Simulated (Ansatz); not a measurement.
# VSe2: the cost of one run

Program: Ansatz 0.2.0. Level of theory: DFT PBEsol+U (U = 4 eV, J = 0.5 eV on V d), plane waves, PAW. These are calculated values, not measurements.

2 further runs of the same task are left out: 2 that didn't finish. Runs told in other sessions of the task aren't counted.

### Step 1. The system as given

Symmetry: P-3m1, No. 164, trigonal system. The conventional cell has a = 3.355 Å, b = 3.355 Å, c = 6.134 Å, α = 90.00°, β = 90.00°, γ = 120.00°. V (site symmetry -3m) is surrounded by 6 Se at 2.47 Å. Se (site symmetry 3m) is surrounded by 3 V at 2.47 Å.

As a file:

```cif
data_structure
_symmetry_space_group_name_H-M 'P-3m1'
_symmetry_Int_Tables_number 164
_cell_length_a 3.3550
_cell_length_b 3.3550
_cell_length_c 6.1340
_cell_angle_alpha 90.000
_cell_angle_beta 90.000
_cell_angle_gamma 120.000
_cell_volume 59.79
loop_
_atom_site_label
_atom_site_type_symbol
_atom_site_symmetry_multiplicity
_atom_site_Wyckoff_symbol
_atom_site_fract_x
_atom_site_fract_y
_atom_site_fract_z
_atom_site_occupancy
V1 V 1 a 0.00000 0.00000 0.00000 1
Se1 Se 2 d 0.33333 0.66667 0.25000 1
```

Magnetic order typed: ferromagnetic.

An earlier series on this cell reached its lowest free state from «random orbitals: drawn by pairs, first filling», perhaps among other starts.

### Step 2. From atoms, default search

The input, input.yaml:

```yaml
crystal:
  lattice:
    - [3.35500155, 0.0, 0.0]
    - [-1.67750077, 2.90551657, 0.0]
    - [0.0, 0.0, 6.13399905]
  atoms:
    - { symbol: V, position: [0.0, 0.0, 0.0], spin: 1.0, spin_axis: [1.0, 0.0, 0.0] }
    - { symbol: Se, position: [0.3333333333, 0.6666666667, 0.25] }
    - { symbol: Se, position: [0.6666666667, 0.3333333333, 0.75] }
basis:
  ecutwfc: 420
  ecutrho_ratio: 4
kpoints:
  mp_grid: { grid: [7, 7, 3] }
hamiltonian:
  xc: pbesol
  hubbard: { sites: [{ site: 0, l: d, u: 4.0, j: 0.5 }] }
scf:
  occupations: { method: gaussian, width: 0.05 }
output:
  forces: true
  stress: true
  eigenvalues: true
  populations: true
  hubbard: { sites: [{ site: 0, l: d }] }
  write_density: true
  write_potential: true
  elf: true
  volumetric_format: npy
magnetization:
  noncollinear: true
  spin_orbit: true
```

This run includes spin–orbit coupling.

Command:

```
> ansatz run input.yaml --threads 4 --pin off --max-ram 6144MiB --backend cpu --events-out ev --progress --plain --runs-dir out
```

**Question.** How long does this run take on 4 threads of Arm Neoverse V2, shared host, and how much memory does it need?

About 40 s, with a peak of 0.91 GiB.
